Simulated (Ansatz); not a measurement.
**CH2FNSSi (SMILES FC1=N[SiH2]S1) at B3LYP/6-31G(d) (spherical functions)**

Aim: the vertical singlet–triplet gap of CH2FNSSi at B3LYP/6-31G* (spherical functions), from 2 runs. 

The calculation is run with Ansatz 0.2.0.

111 further runs of the same task are left out: 111 set aside as unsound or not needed. Runs told in other sessions of the task aren't counted.

**1. The system as given**

CH2FNSSi has 7 atoms, charge 0, and is taken as a singlet. As SMILES, `FC1=N[SiH2]S1`. Geometry: relaxed at PBE0-D4/def2-TZVP.

Bond lengths: F1–C2 1.316 Å, C2–N3 1.264 Å, N3–Si4 1.755 Å, C2–S5 1.779 Å, Si4–S5 2.172 Å, Si4–H6 1.478 Å, Si4–H7 1.478 Å. Some angles: F1–C2–N3 124.1°, F1–C2–S5 117.1°, N3–C2–S5 118.7°, C2–N3–Si4 91.5°, N3–Si4–S5 83.4°, C2–S5–Si4 66.4°, N3–Si4–H6 115.0°, N3–Si4–H7 115.0°, S5–Si4–H6 114.2°, S5–Si4–H7 114.2°.

**2. A single-point energy at B3LYP/6-31G(d) (spherical functions)**

molecule.yaml reads:

```yaml
crystal:
  periodic: [false, false, false]
  atoms:
    - {symbol: F, position_ang: [1.147800, -1.939300, 1.137100]}
    - {symbol: C, position_ang: [0.551100, -0.929900, 0.538600]}
    - {symbol: "N", position_ang: [-0.672300, -0.915900, 0.221400]}
    - {symbol: Si, position_ang: [-0.525200, 0.696600, -0.454900]}
    - {symbol: S, position_ang: [1.547900, 0.494500, 0.161700]}
    - {symbol: H, position_ang: [-1.272100, 1.746800, 0.268200]}
    - {symbol: H, position_ang: [-0.716300, 0.779100, -1.917900]}
basis:
  gaussian:
    orbitals: 6-31G_st_-spherical.json
hamiltonian:
  xc: {name: B3LYP}
accuracy: high
output: {orbitals: {seedname: orbitals}}
```

The basis set 6-31G* is read from a file made from the Basis Set Exchange's data (not shown).

Command:

```bash
$ ansatz run molecule.yaml --threads 1 --pin off --max-ram 2610MiB --events-out events.jsonl --progress --plain --runs-dir runs
```

Output:

```text
Warning: RAYON_NUM_THREADS=1 ignored (pool sized by the plan → 1); use --threads N
Functional definition: B3LYP
  name "B3LYP"
  parameter a0 = 0.2
  parameter ax = 0.72
  parameter ac = 0.81
  exchange = (1 - a0 - ax)*slater_x + ax*b88_x + a0*exact_x
  correlation = (1 - ac)*vwn_rpa_c + ac*lyp_c
1858 factors; integrals over basis functions are off by at most 3.8e-9 eV
mean field evaluation 1: about -23982.7929 eV, gradient 5.4e1 eV
mean field evaluation 2: about -23964.5739 eV, gradient 1.0e2 eV
mean field evaluation 4: about -23988.5962 eV, gradient 6.1e0 eV
mean field evaluation 8: about -23988.8828 eV, gradient 8.4e-1 eV
mean field evaluation 16: about -23988.8846 eV, gradient 5.8e-5 eV
mean field -23988.88462649 eV, -881.5752497734 hartree, gradient 1.5e-8 eV, S^2 0.000000; 0 other end points of the search recorded, 0 dependent functions left out
reference -23988.88466185 eV, -881.5752510729 hartree; 27, 27 occupied and 55, 55 virtual orbitals, 1858 factors
Total energy: -23988.88466185 eV, -881.5752510729 hartree
```

Run time: 8.7 s. Hardware: 1 thread of Arm Neoverse V2, shared host; peak memory 0.28 GiB.

**3. The triplet at the same level**

input.yaml reads:

```yaml
basis:
  gaussian:
    orbitals: 6-31G_st_-spherical.json
crystal:
  periodic: [false, false, false]
  atoms:
    - {symbol: F, position_ang: [1.147800, -1.939300, 1.137100]}
    - {symbol: C, position_ang: [0.551100, -0.929900, 0.538600]}
    - {symbol: "N", position_ang: [-0.672300, -0.915900, 0.221400]}
    - {symbol: Si, position_ang: [-0.525200, 0.696600, -0.454900]}
    - {symbol: S, position_ang: [1.547900, 0.494500, 0.161700]}
    - {symbol: H, position_ang: [-1.272100, 1.746800, 0.268200]}
    - {symbol: H, position_ang: [-0.716300, 0.779100, -1.917900]}
magnetization:
  spin_polarized: true
  initial_magnetization: 2
hamiltonian:
  xc: {name: B3LYP}
accuracy: high
output: {orbitals: {seedname: orbitals}}
```

The basis set 6-31G* is read from a file made from the Basis Set Exchange's data (not shown).

Command:

```bash
$ ansatz run input.yaml --threads 1 --pin off --max-ram 2610MiB --events-out events.jsonl --progress --plain --runs-dir runs
```

Output, shortened:

```text
Warning: RAYON_NUM_THREADS=1 ignored (pool sized by the plan → 1); use --threads N
[... 7 set-up lines as earlier in the session ...]
1858 factors; integrals over basis functions are off by at most 3.8e-9 eV
mean field evaluation 1: about -23973.9211 eV, gradient 4.5e1 eV
mean field evaluation 2: about -23877.1276 eV, gradient 1.2e2 eV
mean field evaluation 4: about -23982.8909 eV, gradient 1.2e1 eV
mean field evaluation 8: about -23983.6742 eV, gradient 7.1e-2 eV
mean field evaluation 16: about -23983.8980 eV, gradient 6.1e-4 eV
mean field evaluation 32: about -23983.8980 eV, gradient 3.5e-6 eV
mean field evaluation 64: about -23983.5338 eV, gradient 3.3e0 eV
mean field -23983.89799491 eV, -881.3919944429 hartree, gradient 1.0e-7 eV, S^2 2.008946; 7 other end points of the search recorded, 0 dependent functions left out
reference -23983.89803074 eV, -881.3919957598 hartree; 28, 26 occupied and 54, 56 virtual orbitals, 1858 factors
Total energy: -23983.89803074 eV, -881.3919957598 hartree
```

Wall time 49 s (1 thread of Arm Neoverse V2, shared host); peak memory 0.45 GiB.

**4. Summary of results**

At B3LYP/6-31G* (spherical functions):

| quantity | value |
| --- | --- |
| singlet: total energy | -881.57525 Eh |
| singlet: HOMO energy | -7.37 eV |
| singlet: LUMO energy | -0.82 eV |
| singlet: HOMO–LUMO gap | 6.55 eV |
| triplet: total energy | -881.39200 Eh |
| triplet: HOMO energy (highest over α and β) | -2.63 eV |
| triplet: ⟨S²⟩ | 2.009 |
| vertical energy of the triplet above the singlet | 4.987 eV |

In words: At this shape the triplet lies 4.99 eV (115 kcal/mol) above the singlet.
